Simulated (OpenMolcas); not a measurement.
**GeH2 (SMILES [GeH2]): an attempt with OpenMolcas**

Wanted: the vertical excitations of GeH2.

The results are computed with OpenMolcas 26.06.

## 1. The structure to begin with

GeH2: 3 atoms, total charge 0, spin state singlet. As SMILES, `[GeH2]`. Geometry: relaxed at PBE0-D4/def2-TZVP.

Bond lengths: Ge1–H2 1.595 Å, Ge1–H3 1.594 Å. Angles: H2–Ge1–H3 90.6°.

## 2. The run

step18.inp

```
* GeH2 CASPT2
&GATEWAY
XBAS
Ge.6-31G**
H.6-31G**
End of Basis
ZMAT
Ge1
H2 1 1.59453
H3 1 1.594436 2 90.64041
End of ZMAT
&SEWARD
&RASSCF
FileOrb=$CurrDir/step2.RasOrb
Spin=1
Nactel=4 0 0
Inactive=15
Ras2=46
CIRoot=3 3 1
OrbListing=Nothing
OrbAppear=Compact
&CASPT2
Multistate=all
```

On the command line:

```bash
$ export MOLCAS_MEM=1860
$ pymolcas step18.inp > step18.log
```

What it wrote:

```text
--- Start Module: gateway ---

                                              &GATEWAY

                       available to each process: 1.9 GB of memory, 1 thread

++    Symmetry information:
      ---------------------

                    Character Table for C1

                             E
                    a        1  x, y, xy, Rz, z, xz, Ry, yz, Rx, I
--

++    Basis set information:
      ----------------------

      Basis set label: GE.6-31G**.....

      Electronic valence basis set:
      ------------------
      Associated Effective Charge  32.000000 au
      Associated Actual Charge     32.000000 au
      Nuclear Model: Point charge

      Shell  nPrim  nBasis  Cartesian Spherical Contaminant
         s      22       5        X
         p      16       4        X
         d       5       3        X

      Basis set label: H.6-31G**.....

      Electronic valence basis set:
      ------------------
      Associated Effective Charge   1.000000 au
      Associated Actual Charge      1.000000 au
      Nuclear Model: Point charge

      Shell  nPrim  nBasis  Cartesian Spherical Contaminant
         s       4       2        X
         p       1       1        X
--

++    Molecular structure info:
      -------------------------

                    ************************************************
                    **** Cartesian Coordinates / bohr, angstrom ****
                    ************************************************

     Center  Label                x              y              z                     x              y              z
        1      GE1              0.000000       0.000000       0.000000              0.000000       0.000000       0.000000
        2      H2               0.000000       0.000000       3.013225              0.000000       0.000000       1.594530
        3      H3               3.012859       0.000000      -0.033677              1.594336       0.000000      -0.017821

                    ***************************************
                    *    InterNuclear Distances / bohr    *
                    ***************************************

               1 GE1           2 H2            3 H3
    1 GE1      0.000000
    2 H2       3.013225        0.000000
    3 H3       3.013047        4.284966        0.000000

                    *******************************************
                    *    InterNuclear Distances / angstrom    *
                    *******************************************

               1 GE1           2 H2            3 H3
    1 GE1      0.000000
    2 H2       1.594530        0.000000
    3 H3       1.594436        2.267506        0.000000
--

            Nuclear Potential Energy             21.47370184 au

--- Stop Module: gateway /rc=_RC_ALL_IS_WELL_ ---

--- Start Module: seward ---

                                              &SEWARD

                       available to each process: 1.9 GB of memory, 1 thread

               SEWARD will generate:
                  Multipole Moment integrals up to order  2
                  Kinetic Energy integrals
                  Nuclear Attraction integrals (point charge)
                  One-Electron Hamiltonian integrals
                  Velocity integrals
                  Orbital angular momentum around (  0.0400   0.0000   0.0395 )
                  Velocity quadrupole around (  0.0400   0.0000   0.0395 )
                  Two-Electron Repulsion integrals

                   Integrals are discarded if absolute value <: 1.00E-14
                   Integral cutoff threshold is set to       <: 1.00E-16

            Nuclear Potential Energy             21.47370184 au

      Basis set specifications :
      Symmetry species         a
      Basis functions           45

--- Stop Module: seward /rc=_RC_ALL_IS_WELL_ ---

--- Start Module: rasscf ---

                                              &RASSCF

                       available to each process: 1.9 GB of memory, 1 thread

 ****************** ERROR *******************
 ###############################################################################
 ###    ERROR: Erroneous nr of orbitals.                                     ###
 ###############################################################################
 Inappropriate nr of orbitals. One or more of
 these orbital counts is wrong or too large.
  Negative values.
    All orbitals:  45
          Frozen:   0
        Inactive:  15
          Active:  46
           RAS-1:   0
           RAS-2:  46
           RAS-3:   0
       Secondary: -16
         Deleted:   0
 Basis functions:  45
  Have you used a too small basis set?
 ********************************************
--- Stop Module: rasscf /rc=_RC_INPUT_ERROR_ ---

.####################.
.# User input error #.
.####################.

    Timing: Wall=1.16 User=0.90 System=0.26
```

Run time: 1.4 s. Hardware: 1 thread of Intel Xeon Platinum 8375C at 2.90GHz (Ice Lake), shared host; peak memory 0.38 GiB.

## 3. What went wrong

The program broke off before the end.

The log says `ERROR: Erroneous nr of orbitals.`. Cause: the active space holds more orbitals than the basis has.
